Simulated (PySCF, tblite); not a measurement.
# C3H7BCl2Si2: geometry, infrared bands and NMR shifts

Wanted: the infrared bands and NMR shifts of C3H7BCl2Si2 (`ClB(Cl)[C@@H]1C=C[SiH2][SiH2]1`), by calculation.

Programs: tblite 0.8.0 and PySCF 2.14.0, with density-fitted response routines of our own. Each step states its level of theory. These are calculated values for one molecule in the gas phase, unless marked as measured. Atoms are numbered from 0 throughout.

## 1. The starting structure

15 atoms, charge 0, multiplicity 1; geometry from: force field or distance geometry start.

Bonds of the start (Å): Cl0–B1 1.86, B1–Cl2 1.86, B1–C3 1.59, C3–C4 1.44, C4–C5 1.30, C5–Si6 1.84, Si6–Si7 2.29, Si7–C3 1.86, C3–H8 1.13, C4–H9 1.15, C5–H10 1.10, Si6–H11 1.44, Si6–H12 1.45, Si7–H13 1.46, Si7–H14 1.45.

## 2. Relaxing the molecule with GFN2-xTB

The job: settings as JSON, then the geometry in Å.

```
{"job": {"kind": "relax", "xc": "GFN2-xTB", "basis": "xTB"}, "charge": 0, "multiplicity": 1}
Cl     1.931300    -2.700700     1.110900
B      1.058500    -1.143300     1.618200
Cl     1.435000    -0.539800     3.336100
C      0.722100    -0.129000     0.444100
C     -0.154100     0.940500     0.840000
C     -0.985800     1.507100     0.012200
Si    -0.979500     0.841500    -1.707300
Si    -0.141700    -1.115600    -0.872900
H      1.685300     0.262000     0.002300
H     -0.124300     1.323400     1.919400
H     -1.656000     2.331600     0.290400
H     -0.037800     1.485900    -2.582600
H     -2.320800     0.639200    -2.226100
H      0.773600    -1.732600    -1.829700
H     -1.210400    -1.962200    -0.376700
```

Run with:

```sh
$ OMP_NUM_THREADS=1 python probes_run.py task.json out
```

The driver reads the jobs from task.json and runs them one after another.

**Question.** This job is followed by: GFN2-xTB harmonic vibrations, gas phase; GIAO PBE0/pcSseg-1 NMR shielding, non-relativistic, gas phase. What will the session give for the following? strongest single infrared mode (GFN2-xTB); zero-point energy (GFN2-xTB); 13C shifts against TMS (PBE0/pcSseg-1); 1H shifts against TMS (PBE0/pcSseg-1); 35Cl shifts against HCl (PBE0/pcSseg-1, means over atoms taken as alike); 11B shifts against BF3·OEt2 (PBE0/pcSseg-1); 29Si shifts against TMS (PBE0/pcSseg-1).

**Answer**, as computed:

| quantity | value |
| --- | --- |
| strongest single infrared mode (GFN2-xTB) | 2202 cm⁻¹, 576 km/mol |
| zero-point energy (GFN2-xTB) | 54.8 kcal/mol |
| 13C shifts against TMS (PBE0/pcSseg-1) | 161.8, 134.0, 47.5 ppm |
| 1H shifts against TMS (PBE0/pcSseg-1) | 7.02, 6.49, 4.51, 4.35, 4.20, 3.84, 3.34 ppm |
| 35Cl shifts against HCl (PBE0/pcSseg-1, means over atoms taken as alike) | 255 ppm |
| 11B shifts against BF3·OEt2 (PBE0/pcSseg-1) | 57.8 ppm |
| 29Si shifts against TMS (PBE0/pcSseg-1) | -61.0, -70.9 ppm |

**Reading.** Relaxing lowered the energy by 1.230 eV in 137 steps; the close pair that moved most is Cl0–B1, from 1.856 to 1.729 Å. All 39 modes are real, so the xTB geometry is a minimum. The strongest single mode, at 2202 cm⁻¹, moves mainly H11 and H13. GFN2-xTB is a fitted tight-binding method: band positions and strengths are rough. Its intensities can rank the bands wrongly. At PBE0/pcSseg-1: The largest span, 469 ppm, is at Cl0, Cl2, where the paramagnetic term is -453 ppm.
